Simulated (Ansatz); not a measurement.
**C₃H₄FI: a ladder of functionals and wavefunction methods**

An exercise on one series of results from a longer session: the logs are not shown, and one member is left open.

Program: Ansatz 0.2.0, Gaussian basis. Level of theory: functionals in def2-TZVPP, the program's frozen cores in correlated methods. These are calculated values, not measurements.

Levels to be run: LDA (SPW92), PBE-D4, revPBE-D4, BLYP-D4, r2SCAN-D4, B97M-V, PBE0-D4, B3LYP-D4, r2SCANh-D4, r2SCAN0-D4, HSE06-D4, BHLYP-D4, CAM-B3LYP-D4, LC-ωPBE, ωB97X-V, ωB97M-V, B2PLYP, PBE-QIDH; CCSD(T)/def2-SVP; CCSD(T)/def2-TZVPP; MP2/def2-QZVPP; extrapolation to the limit; RPA on PBE.

**The relaxed structure**

All runs share one geometry, relaxed beforehand with PBE0-D4 in a triple-zeta def2 set. I takes the def2 core potential; no spin-orbit term is included.

SMILES `FC1(I)CC1`, 9 atoms, charge 0, spin multiplicity 1.

Atoms are counted from 1 here; the program's logs count them from 0.

Bond lengths: F1–C2 1.354 Å, C2–I3 2.114 Å, C2–C4 1.478 Å, C2–C5 1.478 Å, C4–C5 1.519 Å, C4–H6 1.083 Å, C4–H7 1.081 Å, C5–H8 1.083 Å, C5–H9 1.081 Å. Angles: F1–C2–I3 111.2°, F1–C2–C4 117.1°, F1–C2–C5 117.0°, I3–C2–C4 120.9°, I3–C2–C5 120.9°, C4–C2–C5 61.8°, C2–C4–C5 59.1°, C2–C4–H6 115.8°, C2–C4–H7 118.9°, C5–C4–H6 117.4°, C5–C4–H7 118.6°, H6–C4–H7 115.5°, C2–C5–C4 59.1°, C2–C5–H8 115.8°, C2–C5–H9 118.9°, C4–C5–H8 117.4°, C4–C5–H9 118.6°, H8–C5–H9 115.5°.

Set-up of the first run:

The input, in.yaml:

```yaml
crystal:
  periodic: [false, false, false]
  atoms:
    - {symbol: F, position_ang: [0.347539, -1.736969, -0.693404]}
    - {symbol: C, position_ang: [-0.197609, -0.510639, -0.513993]}
    - {symbol: I, position_ang: [-1.762817, -0.160921, -1.891971]}
    - {symbol: C, position_ang: [0.716229, 0.578679, -0.110030]}
    - {symbol: C, position_ang: [-0.281160, -0.008629, 0.873777]}
    - {symbol: H, position_ang: [1.756559, 0.300716, 0.009038]}
    - {symbol: H, position_ang: [0.540938, 1.575387, -0.491404]}
    - {symbol: H, position_ang: [0.104603, -0.672038, 1.638502]}
    - {symbol: H, position_ang: [-1.135683, 0.588112, 1.162385]}
basis:
  gaussian: {orbitals: def2-TZVPP}
hamiltonian: {xc: lda}
output: {orbitals: {seedname: orbitals}}
```

Run with:

```bash
$ ansatz run in.yaml --threads 4 --pin off --events-out ev --progress --plain --max-ram 10444MiB
```

Among the steps run: LDA; PBE-D4 (GGA); revPBE-D4 (GGA); BLYP-D4 (GGA); r2SCAN-D4 (meta-GGA); B97M-V (meta-GGA); PBE0-D4 (hybrid); B3LYP-D4 (hybrid); r2SCANh-D4 (hybrid); r2SCAN0-D4 (hybrid); HSE06-D4 (hybrid); BHLYP-D4 (hybrid); CAM-B3LYP-D4 (range-separated); LC-ωPBE (range-separated); ωB97X-V (range-separated); ωB97M-V (range-separated); B2PLYP (double hybrid); PBE-QIDH (double hybrid).

One table of the session follows, with a row left open; its other results are not shown here.

It belongs to the step «Frontier levels by functional». 

```
  functional  HOMO (eV)  gap (eV)
 LDA (SPW92)      -6.31      4.16
      PBE-D4      -6.15      4.20
   revPBE-D4      -6.09      4.23
     BLYP-D4      -5.99      4.15
   r2SCAN-D4      -6.41      4.66
      B97M-V      -6.46      4.75
     PBE0-D4      -7.32      6.28
    B3LYP-D4      -7.10      5.80
  r2SCANh-D4      -6.84      5.42
  r2SCAN0-D4      -7.49      6.56
    HSE06-D4      -6.93      5.51
    BHLYP-D4      -8.35      8.27
CAM-B3LYP-D4      -8.62      8.64
     LC-ωPBE      -9.96     11.16
     ωB97X-V          ?         ?
     ωB97M-V      -9.50     10.43
```

Estimate the missing values for ωB97X-V.

The run gave: HOMO (eV): -9.62; gap (eV): 10.70. In the column «HOMO (eV)» it lies between LC-ωPBE (-9.96) and ωB97M-V (-9.50).
